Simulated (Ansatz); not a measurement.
**ScSi2: response to strain**

Aim: deform ScSi2 (equal xx and yy strain of +2 %) and compute stress, forces and field gradients with LAPW, PAW and all-electron datasets made for the crystal.

Method: DFT PBEsol, scalar-relativistic, in Ansatz 0.2.0.

**1. Starting point**

Symmetry: P6/mmm, No. 191, hexagonal system. The conventional cell has a = 3.660 Å, b = 3.660 Å, c = 3.870 Å, α = 90.00°, β = 90.00°, γ = 120.00°. Around Sc (site symmetry 6/mmm) lie 12 Si at 2.87 Å. Si (site symmetry -6m2) has 3 Si at 2.11 Å and 6 Sc at 2.87 Å in its first shell of neighbours.

Coordinates:

```xyz
3
Lattice="3.6600 0.0000 0.0000 -1.8300 3.1697 0.0000 0.0000 0.0000 3.8700" Properties=species:S:1:pos:R:3 pbc="T T T"
Sc    0.0000    0.0000    0.0000
Si    0.0000    2.1131    1.9350
Si    1.8300    1.0566    1.9350
```

Atoms are numbered in the order of the input: Sc1, Si2, Si3.

**2. The deformed structure**

Space group P6/mmm before, P6/mmm after.

**3. Full-potential LAPW**

input.yaml

```yaml
crystal:
  lattice:
    - [3.7331986848, 0.0, 0.0]
    - [-1.8665993424, 3.2330448984, 0.0]
    - [0.0, 0.0, 3.87]
  atoms:
    - { symbol: Sc, position: [0.0, 0.0, 0.0] }
    - { symbol: Si, position: [0.3333333333, 0.6666666667, 0.5] }
    - { symbol: Si, position: [0.6666666667, 0.3333333333, 0.5] }
kpoints:
  mp_grid: { grid: [13, 13, 11] }
  band_path:
    path:
      - [0.0, 0.0, 0.0]
      - [0.5, 0.0, 0.0]
      - [0.3333333333, 0.3333333333, 0.0]
      - [0.0, 0.0, 0.0]
      - [0.0, 0.0, 0.5]
      - [0.5, 0.0, 0.5]
      - [0.3333333333, 0.3333333333, 0.5]
      - [0.0, 0.0, 0.5]
      - [0.5, 0.0, 0.5]
    npoints: 5
scf:
  occupations: { method: fermi_dirac, width: 0.05 }
hamiltonian:
  xc: pbesol
  pseudopotentials: { kind: all_electron, lapw: { basis_error: 0.001 } }
output:
  forces: true
  stress: true
  eigenvalues: true
```

Launch:

```sh
$ ansatz run input.yaml --threads 1 --pin off --max-ram 4096MiB --backend cpu --events-out ev --progress --plain --runs-dir out
```

Output, cut to the lines that bear on the results:

```text
LAPW: plane waves up to 8.647 Å⁻¹, error target 1.0e-3 eV per atom; small_component_spin mean_spin; Si in spheres of 1.078 Å, 12 of its electrons in bands, Dirac shells []; Sc in spheres of 1.249 Å, 17 of its electrons in bands, Dirac shells []
[...]
Pseudopotentials: kind: all_electron
Pseudopotential: Sc, LAPW, valence charge 17, Koelling and Harmon's equation, gaussian nucleus
Pseudopotential: Si, LAPW, valence charge 12, Koelling and Harmon's equation, gaussian nucleus
Functional definition: PBEsol
[...]
Crystal: 3 atoms, lattice volume = 46.709 Å³
Basis set: ecut = 284.8492314266367 eV, 527 PW (Γ), exchange–correlation at level 2
Bands: 25, of which v1, the nominal top of the filled ones, is band 21 counted from 1 (20 counted from 0)
Symmetry: 24 space group operations
Space group: P6/mmm (ITA 191), of the structure as read, at distance tolerance 3.6e-5 Å
k-points: 126 of 1859
[...]
SCF iter   1: F=—  HF=-36528.325060 eV  |F-HF|=—  |Δ(HF+E_count)|=         —  Δρ=3.51e-2  dr2=1.14e0  ethr=2.76e-3  ⟨swp⟩=2.0  Hψ=20752  notcnv=0
[...]
the basis was enlarged: its passes take 254.1 KiB over the memory plan, 1 of 1 planned eigensolver slots
[...]
SCF iter   9: F=-36527.977077 eV  HF=-36527.977077 eV  |F-HF|=7.29e-9  |Δ(HF+E_count)|=   1.39e-7  Δρ=4.24e-6  dr2=1.29e-8  ethr=9.01e-10  ⟨swp⟩=2.7  Hψ=9050  notcnv=0
[...]
NSCF: frozen V_eff on 41 k-points
SCF converged after 9 iterations
Free energy (F): -36527.977077 eV
[...]
E sigma→0 (E₀):  -36527.969754 eV
Entropy (-TS):   -0.014645 eV (-4.882 meV/atom)
Fermi energy:    13.199575 eV
[...]
--- Forces (eV/Å), atoms counted from 1 ---
  atom   1  Sc     0.00000000    -0.00000000     0.00000000
  atom   2  Si    -0.00000000    -0.00000000     0.00000000
  atom   3  Si    -0.00000000     0.00000000     0.00000000
[...]
--- Stress (GPa, compression-positive) ---
       22.511171       0.000000       0.000000
       -0.000000      22.511171       0.000000
        0.000000       0.000000      -4.857175
  P = ⅓ Tr σ = 13.3884 GPa (133.884 kbar)
--- Band table (eV; the first three rows and the last of 126) ---
  k-point 0: bands = ["-369.2014", "-369.2014", "-369.1903", "-120.7245", "-120.7044", "-77.0168", "-77.0168", "-76.9744", "-76.9628", "-76.9584", "-76.9584", "-36.2367", "-15.0042", "-14.9650", "-14.9650", "-0.3056", "9.7757", "9.7757", "9.9222", "11.2972", "13.9263", "14.2422", [...]
[...]
```

Wall time 43 s (1 thread of Arm Neoverse V1, shared host); peak memory 0.54 GiB.

This run gives: pressure 13.39 GPa; no gap.

**4. PAW with frozen cores**

input.yaml

```yaml
crystal:
  lattice:
    - [3.7331986848, 0.0, 0.0]
    - [-1.8665993424, 3.2330448984, 0.0]
    - [0.0, 0.0, 3.87]
  atoms:
    - { symbol: Sc, position: [0.0, 0.0, 0.0] }
    - { symbol: Si, position: [0.3333333333, 0.6666666667, 0.5] }
    - { symbol: Si, position: [0.6666666667, 0.3333333333, 0.5] }
kpoints:
  mp_grid: { grid: [13, 13, 11] }
scf:
  occupations: { method: fermi_dirac, width: 0.05 }
hamiltonian:
  xc: pbesol
  pseudopotentials: { kind: paw }
output:
  forces: true
  stress: true
  eigenvalues: true
  efg: { contact_densities: true }
  write_density: true
  write_potential: true
  elf: true
  volumetric_format: npy
```

Launch:

```sh
$ ansatz run input.yaml --threads 1 --pin off --max-ram 4096MiB --backend cpu --events-out ev --progress --plain --runs-dir out
```

Output:

```text
Engine: ansatz 0.2.0
Pseudopotentials: kind: paw
Pseudopotential: Sc, paw, valence charge 11, recommended cutoff 420 eV (normal)
Pseudopotential: Si, paw, valence charge 4, recommended cutoff 420 eV (normal)
[... 1 set-up line as earlier in the session ...]
  exchange = pbesol_x
  correlation = pbesol_c
Crystal: 3 atoms, lattice volume = 46.709 Å³
Basis set: ecut = 420 eV, 913 PW (Γ), exchange–correlation on 50×50×54 points (8 copies of the dense FFT grid, shifted against one another)
Bands: 14, of which v1, the nominal top of the filled ones, is band 10 counted from 1 (9 counted from 0)
[... 2 set-up lines as earlier in the session ...]
k-points: 126 of 1859
Non-local potential: Sc, projectors of the file, l = 0: 3, l = 1: 2, l = 2: 3, l = 3: 1
Non-local potential: Si, projectors of the file, l = 0: 2, l = 1: 2, l = 2: 2
PAW form: soft (Blöchl's): semilocal exchange-correlation on the pseudo side does not see the compensation charge
PAW frozen core: Sc, regenerated for the run's functional, and the local potential with it (the file was generated under x = pbe(κ = 0.804, μ = 0.2195149727645171), c = pbe(β = 0.06672455060314922))
PAW frozen core: Si, regenerated for the run's functional, and the local potential with it (the file was generated under x = pbe(κ = 0.804, μ = 0.2195149727645171), c = pbe(β = 0.06672455060314922))
PAW one-centre angular grid: Sc, 590 points (default); XC on 64 Gauss nodes
PAW one-centre angular grid: Si, 110 points (default); XC on 64 Gauss nodes
Initial density: superposition of atomic densities (neutral atoms: chi_scale 0, normalization atom), corrected by the library's trained network
Initial wavefunctions: pseudopotential atomic-orbital guess
Functional: x = pbesol(κ = 0.804, μ = 0.12345679012345678), c = pbesol(β = 0.046)
SCF iter   1: F=—  HF=-3355.279615 eV  |F-HF|=—  |Δ(HF+E_count)|=         —  Δρ=2.40e-3  dr2=4.54e-3  ethr=1.77e-3  ⟨swp⟩=5.2  Hψ=10424  notcnv=0
preconditioner: auto → none  [metal: Δε(μ)=0.010 eV  Ē_g=7.421 eV  σ=0.050 eV  W_gap=0.05  n_scr=8 (ndim 8)  ℏωp=18.0 eV  f_vac=0.000  D(μ)=1.88/eV (n_scr^D=20)  sad-step TF]
SCF iter   2: F=—  HF=-3355.278822 eV  |F-HF|=—  |Δ(HF+E_count)|=   7.92e-4  Δρ=1.51e-3  dr2=2.17e-3  ethr=2.39e-5  ⟨swp⟩=1.2  Hψ=2810  notcnv=0
SCF iter   3: F=—  HF=-3355.278388 eV  |F-HF|=—  |Δ(HF+E_count)|=   4.34e-4  Δρ=2.38e-4  dr2=3.14e-5  ethr=1.14e-5  ⟨swp⟩=2.2  Hψ=2259  notcnv=0
SCF iter   4: F=—  HF=-3355.278360 eV  |F-HF|=—  |Δ(HF+E_count)|=   2.75e-5  Δρ=4.03e-5  dr2=7.10e-7  ethr=1.65e-7  ⟨swp⟩=2.0  Hψ=2740  notcnv=0
iter 5 did not close the SCF: its close was put off for the readings that it lacked (scf_convergence_deferred on its scf_iter line)
SCF iter   5: F=-3355.278360 eV  HF=-3355.278360 eV  |F-HF|=7.49e-8  |Δ(HF+E_count)|=   1.30e-7  Δρ=9.26e-6  dr2=9.16e-8  ethr=3.73e-9  ⟨swp⟩=2.0  Hψ=2313  notcnv=0
SCF iter   6: F=-3355.278360 eV  HF=-3355.278360 eV  |F-HF|=2.79e-9  |Δ(HF+E_count)|=   2.04e-8  Δρ=1.89e-6  dr2=3.48e-9  ethr=4.82e-10  ⟨swp⟩=5.2  Hψ=9471  notcnv=0
the search or the solves at the SCF's close seem to have found levels that the self-consistency loop had missed (the run counts 1). By its estimate they hold under 1e-12 electrons; where the run keeps them, the occupations were computed again with them
SCF 1 converged in 6 iterations: F = -3355.278360 eV  dr2 = 3.48e-9
SCF converged after 6 iterations
Free energy (F): -3355.278360 eV
Harris-Foulkes:  -3355.278360 eV  (|F-HF|=2.79e-9)
Internal energy: -3355.263718 eV  (E = F + TS)
E sigma→0 (E₀):  -3355.271039 eV
Entropy (-TS):   -0.014642 eV (-4.881 meV/atom)
Fermi energy:    11.980181 eV
--- Per-component energies (eV) ---
  E_band       = -100.781505
  E_kinetic    = 353.779452
  E_local      = -861.381225  (includes V_loc(G=0)·N_el)
  E_nonlocal   = 137.995358
  E_hartree    = 310.305884
  E_xc         = -218.552148
  E_vxc        = -229.810992  (∫ρ·V_xc dr)
  E_paw        = -1930.834207  (= ΣΔE_a)
  E_vpaw       = -121.974797  (= ΣTr[D̂ρ^β])
  E_aug_tail   = 0.000022  (compensation charges beyond the density's cutoff)
  E_ewald      = -1146.769001
  E_core_change = 0.192146  (= ΣΔE_core)
  E_smearing   = -0.014642  (= −TS)
  E_closure    = 0.000000  (closes the sum)
  Σ components = -3355.278360   (vs F -3355.278360, Δ=0.00e0)
--- Forces (eV/Å), atoms counted from 1 ---
  atom   1  Sc     0.00000000    -0.00000000     0.00000000
  atom   2  Si    -0.00000000     0.00000000     0.00000000
  atom   3  Si    -0.00000000    -0.00000000     0.00000000
  max |Σ_I F_I| component: 5.55e-17 eV/Å
--- Stress (GPa, compression-positive) ---
       22.639675       0.000000       0.000000
        0.000000      22.639675       0.000000
        0.000000       0.000000      -4.850670
  P = ⅓ Tr σ = 13.4762 GPa (134.762 kbar)
--- PAW observables at the nuclei: V_zz in 10²¹ V/m², potentials from the cell's mean, atoms counted from 1 ---
  atom   1  Sc V_zz =    -0.689096   η = 0.0000   by run symmetry: allowed
            electrostatic potential = -2371.363112 V   contact ρ = 48422.417116 e/Å³
  atom   2  Si V_zz =    +0.806665   η = 0.0000   by run symmetry: allowed
            electrostatic potential = -1364.013961 V   contact ρ = 12760.255736 e/Å³
  atom   3  Si V_zz =    +0.806665   η = 0.0000   by run symmetry: allowed
            electrostatic potential = -1364.013961 V   contact ρ = 12760.255736 e/Å³
--- Band table (eV; the first three rows and the last of 126) ---
  k-point 0: bands = ["-37.4531", "-16.2232", "-16.1838", "-16.1838", "-1.5229", "8.5592", "8.5592", "8.7052", "10.0766", "12.7112", "13.0207", "13.0207", "13.5907", "13.5907"]
  k-point 1: bands = ["-37.4529", "-16.2288", "-16.1833", "-16.1833", "-1.4647", "8.0389", "8.6099", "8.6099", "10.7065", "12.4859", "12.4859", "12.7782", "14.2440", "14.2440"]
  k-point 2: bands = ["-37.4523", "-16.2436", "-16.1822", "-16.1822", "-1.3007", "7.0129", "8.7563", "8.7563", "11.6431", "11.8716", "11.8716", "12.9755", "13.9021", "13.9021"]
  k-point 125: bands = ["-37.4413", "-16.2592", "-16.2537", "-16.2390", "2.0991", "2.8126", "5.7941", "8.1210", "8.5457", "12.9680", "14.2826", "14.4112", "14.6994", "14.8712"]
```

Run time: 7.4 s. Hardware: 1 thread of Arm Neoverse V1, shared host; peak memory 0.4 GiB.

In short: pressure 13.48 GPa; no gap; Vzz Sc1 -0.69 (η = 0.00), Si2 0.81 (η = 0.00) (10²¹ V/m²).

Density in a lattice plane of the grid's cell (edges 3.73 and 3.73 Å, at 0.500 of the third edge), which holds Si.

Ten even steps from '0' (0.07 e/Å³) to '9' (0.63 e/Å³):
```
011123456899998653221110
111233567888887543221111
112345566666666543221111
223455544334555543222112
344555421112456544322223
456664200012466654433334
677753100024677765544455
888753101247888776555667
999753223578999876556789
999764445799999754446799
998765567899987532235799
876655567788874210135788
655444556777642000135777
443333445666421000246665
332222344565421112455544
221122234555543344555432
111112234566666666554321
111112234578888876533211
001112235689999865432111
001112345789998754321110
```
Columns run along the first of these edges and rows up along the second, over one cell in 24 and 20 even steps from the bottom left corner. Atoms in the plane (fractional): Si at (0.33, 0.67), Si at (0.67, 0.33).

ELF in the same plane.

Values, 12 rows by 12 columns:
```
0.27 0.33 0.45 0.61 0.72 0.78 0.78 0.73 0.61 0.45 0.33 0.28
0.36 0.45 0.54 0.54 0.48 0.46 0.48 0.56 0.55 0.45 0.36 0.33
0.53 0.61 0.54 0.28 0.24 0.22 0.29 0.56 0.61 0.53 0.45 0.45
0.71 0.72 0.48 0.24 0.41 0.23 0.47 0.73 0.71 0.61 0.55 0.61
0.83 0.78 0.46 0.22 0.23 0.46 0.77 0.82 0.73 0.56 0.56 0.73
0.86 0.78 0.48 0.29 0.47 0.77 0.85 0.77 0.47 0.29 0.48 0.78
0.83 0.73 0.56 0.56 0.73 0.82 0.77 0.46 0.23 0.22 0.46 0.78
0.71 0.61 0.55 0.61 0.71 0.73 0.47 0.23 0.41 0.24 0.48 0.72
0.53 0.45 0.45 0.53 0.61 0.56 0.29 0.22 0.24 0.28 0.54 0.61
0.36 0.33 0.36 0.45 0.55 0.56 0.48 0.46 0.48 0.54 0.54 0.45
0.27 0.28 0.33 0.45 0.61 0.73 0.78 0.78 0.72 0.61 0.45 0.33
0.24 0.27 0.36 0.53 0.71 0.83 0.86 0.83 0.71 0.53 0.36 0.27
```
Columns run along the first of these edges and rows up along the second, over one cell in 12 and 12 even steps from the bottom left corner. Atoms in the plane (fractional): Si at (0.33, 0.67), Si at (0.67, 0.33).

Both are smooth fields of the valence electrons: close to the nuclei they are not physical.

Outside the cores ELF peaks at 0.86 on the Si–Si line, 1.1 Å from Si; 0.73 beside Si, off the lines to its neighbours, 1.0 Å from Si.

**5. All-electron PAW on datasets made for the crystal**

Changes to input.yaml since step 4:

```diff
@@ -15,3 +15,3 @@
   xc: pbesol
-  pseudopotentials: { kind: paw }
+  pseudopotentials: { kind: all_electron, datasets: crystal }
 output:
@@ -21,5 +21 @@
   efg: { contact_densities: true }
-  write_density: true
-  write_potential: true
-  elf: true
-  volumetric_format: npy
```

Launch:

```sh
$ ansatz run input.yaml --threads 1 --pin off --max-ram 4096MiB --backend cpu --events-out ev --progress --plain --runs-dir out
```

Output, cut to the lines that bear on the results:

```text
[...]
[... 1 set-up line as earlier in the session ...]
Pseudopotential: Sc, paw, valence charge 11, recommended cutoff 240 eV (normal), Koelling and Harmon's equation, gaussian nucleus
Pseudopotential: Si, paw, valence charge 4, recommended cutoff 240 eV (normal), Koelling and Harmon's equation, gaussian nucleus
[... 1 set-up line as earlier in the session ...]
[...]
Crystal: 3 atoms, lattice volume = 46.709 Å³
Basis set: ecut = 240 eV, 393 PW (Γ), exchange–correlation on 40×40×40 points (8 copies of the dense FFT grid, shifted against one another)
Bands: 14, of which v1, the nominal top of the filled ones, is band 10 counted from 1 (9 counted from 0)
[... 2 set-up lines as earlier in the session ...]
k-points: 126 of 1859
[...]
--- Stress (GPa, compression-positive) ---
       22.505155      -0.000000       0.000000
       -0.000000      22.505155       0.000000
        0.000000       0.000000      -4.860944
  P = ⅓ Tr σ = 13.3831 GPa (133.831 kbar)
--- PAW observables at the nuclei: V_zz in 10²¹ V/m², potentials from the cell's mean, atoms counted from 1 ---
  atom   1  Sc V_zz =    -0.746401   η = 0.0000   by run symmetry: allowed
            electrostatic potential = -2370.016439 V   contact ρ = 48467.772844 e/Å³
  atom   2  Si V_zz =    +0.646943   η = 0.0000   by run symmetry: allowed
            electrostatic potential = -1362.232613 V   contact ρ = 12769.153476 e/Å³
  atom   3  Si V_zz =    +0.646943   η = 0.0000   by run symmetry: allowed
            electrostatic potential = -1362.232613 V   contact ρ = 12769.153476 e/Å³
--- Band table (eV; the first three rows and the last of 126) ---
  k-point 0: bands = ["-36.2366", "-15.0042", "-14.9649", "-14.9649", "-0.3055", "9.7757", "9.7757", "9.9223", "11.2972", "13.9264", "14.2423", "14.2423", "14.8096"]
[...]
```

Run time: 14 s. Hardware: 1 thread of Arm Neoverse V1, shared host; peak memory 0.49 GiB.

This run gives: pressure 13.38 GPa; no gap; Vzz Sc1 -0.75 (η = 0.00), Si2 0.65 (η = 0.00) (10²¹ V/m²).

**6. Side by side**

Stress (GPa, compression positive):

```csv
method,xx,yy,zz,yz,xz,xy
LAPW,22.51,22.51,-4.86,0.00,0.00,0.00
PAW,22.64,22.64,-4.85,0.00,0.00,0.00
crystal datasets,22.51,22.51,-4.86,0.00,0.00,0.00
```

| method | pressure (GPa) | Vzz Sc1 (10²¹ V/m²) | Vzz Si2 (10²¹ V/m²) | SCF cycles, by the record's count |
| --- | --- | --- | --- | --- |
| LAPW | 13.39 | – | – | 9 |
| PAW | 13.48 | -0.69 | 0.81 | 6 |
| crystal datasets | 13.38 | -0.75 | 0.65 | 10 |

**7. Results**

```
                                 quantity                                              value
                                 pressure  LAPW 13.39, PAW 13.48, crystal datasets 13.38 GPa
largest shear or deviatoric stress (LAPW)                                          18.25 GPa
```

In words: The largest part of the stress beyond the pressure is 18.25 GPa in size, in the zz component; the atoms are carried along and not relaxed. No run of the undeformed cell stands beside it, so pressure and stress hold what the given cell had before the change, as far as its symmetry allows. PAW: stress within 0.13 GPa of LAPW. Crystal datasets: stress within 0.01 GPa of LAPW.
